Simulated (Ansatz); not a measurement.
# CH4NSSi: rigid scan of one bond length

How does the energy of CH4NSSi change as one bond is stretched? Wanted for CH4NSSi: a rigid scan of one bond length. SMILES: [N]=CS[SiH3].

Program: the Python package of Ansatz 0.2.0. Level of theory: Hartree-Fock/cc-pVDZ. These are calculated values, not measurements.

### 1 The structure

Bond lengths: N1–C2 1.281 Å, C2–S3 1.790 Å, S3–Si4 2.149 Å, C2–H5 1.085 Å, Si4–H6 1.471 Å, Si4–H7 1.471 Å, Si4–H8 1.470 Å. Angles: N1–C2–S3 120.1°, N1–C2–H5 119.9°, S3–C2–H5 119.9°, C2–S3–Si4 92.7°, S3–Si4–H6 109.5°, S3–Si4–H7 109.5°, S3–Si4–H8 109.4°, H6–Si4–H7 109.5°, H6–Si4–H8 109.4°, H7–Si4–H8 109.4°.

Input file ch4nssi.xyz:

```xyz
8

N     2.10180   -0.82990   -0.77800
C     1.61140   -0.09290    0.14780
S     0.33060   -0.73470    1.22170
Si   -1.24130    0.05300   -0.01350
H     2.00040    0.90690    0.30680
H    -1.10820    1.51470   -0.10560
H    -1.15070   -0.53400   -1.35880
H    -2.54410   -0.28310    0.57970
```

### 2 The script

scan_ch4nssi.py

```python
"""Potential curve of CH4NSSi along one bond."""

import ansatz as az
import numpy as np

system = az.Crystal.molecule_from_extxyz("ch4nssi.xyz")

symbols = [site.symbol for site in system.cartesian_sites]
start = np.array([site.position_ang for site in system.cartesian_sites])
axis = (start[2] - start[3]) / np.linalg.norm(start[2] - start[3])
moving = [0, 1, 2, 4]
lengths, energies = [1.83, 1.98, 2.15, 2.36, 2.69, 3.22, 3.87, 4.73], []
for length in lengths:
    xyz = start.copy()
    xyz[moving] += (length - np.linalg.norm(start[2] - start[3])) * axis
    point = az.Crystal.molecule()
    for symbol, place in zip(symbols, xyz):
        point = point.atom(symbol, place.tolist())
    base = (
        point.calculation()
        .basis(gaussian="cc-pVDZ")
        .functional("hf")
        .spin("collinear", total=1)
    )
    data = base.run(threads=1).report
    energies.append(data["free_energy_ev"])
    print(f"r = {length:6.3f} A  E = {energies[-1]:.5f} eV  <S^2> = {abs(data['mean_field']['state']['spin_squared']):.3f}")

print("energy above the lowest point (eV):", [round(e - min(energies), 3) for e in energies])
```

### 3 The calls as engine input

The package turns the script's settings into the engine's input (first run):

```yaml
crystal:
  periodic: [false, false, false]
  atoms:
    - { symbol: "N", position_ang: [1.8686307755236382, -0.7130557999109167, -0.9612245219627215] }
    - { symbol: C, position_ang: [1.3782307755236385, 0.02394420008908328, -0.035424521962721445] }
    - { symbol: S, position_ang: [0.09743077552363844, -0.6178557999109168, 1.0384754780372787] }
    - { symbol: Si, position_ang: [-1.2413, 0.053, -0.0135] }
    - { symbol: H, position_ang: [1.7672307755236383, 1.0237442000890833, 0.12357547803727859] }
    - { symbol: H, position_ang: [-1.1082, 1.5147, -0.1056] }
    - { symbol: H, position_ang: [-1.1507, -0.534, -1.3588] }
    - { symbol: H, position_ang: [-2.5441, -0.2831, 0.5797] }
basis:
  gaussian:
    orbitals: cc-pVDZ
hamiltonian:
  xc: hf
magnetization:
  spin_polarized: true
  initial_magnetization: 1.0
```

### 4 Running it

On the command line:

```console
python scan_ch4nssi.py
```

Without the output at hand: what should come out? Wanted: range of energy; lowest point, distance.

The runs gave:

| quantity | value |
| --- | --- |
| runs compared | 8 |
| range of energy | 2.120 eV |
| lowest point, distance (Å) | 2.15 |

The curve has its lowest point inside the range, at 2.15. The ends stand 1.59 and 2.12 eV above it. The distance scanned is the script's pair 3, 2. <S²> moves from 1.05 to 2.06: along the scan the mean field breaks spin symmetry. The dearest, run 7 (distance 3.87), took some 4.8 times as long as run 3 (distance 2.15). What to keep in mind:
- The rest of the molecule is held rigid at a force-field or estimated start geometry, and the basis set is modest; single-reference methods fail as a bond breaks.
- The run takes the species as open-shell (spin multiplicity 2), which needn't be its ground state.
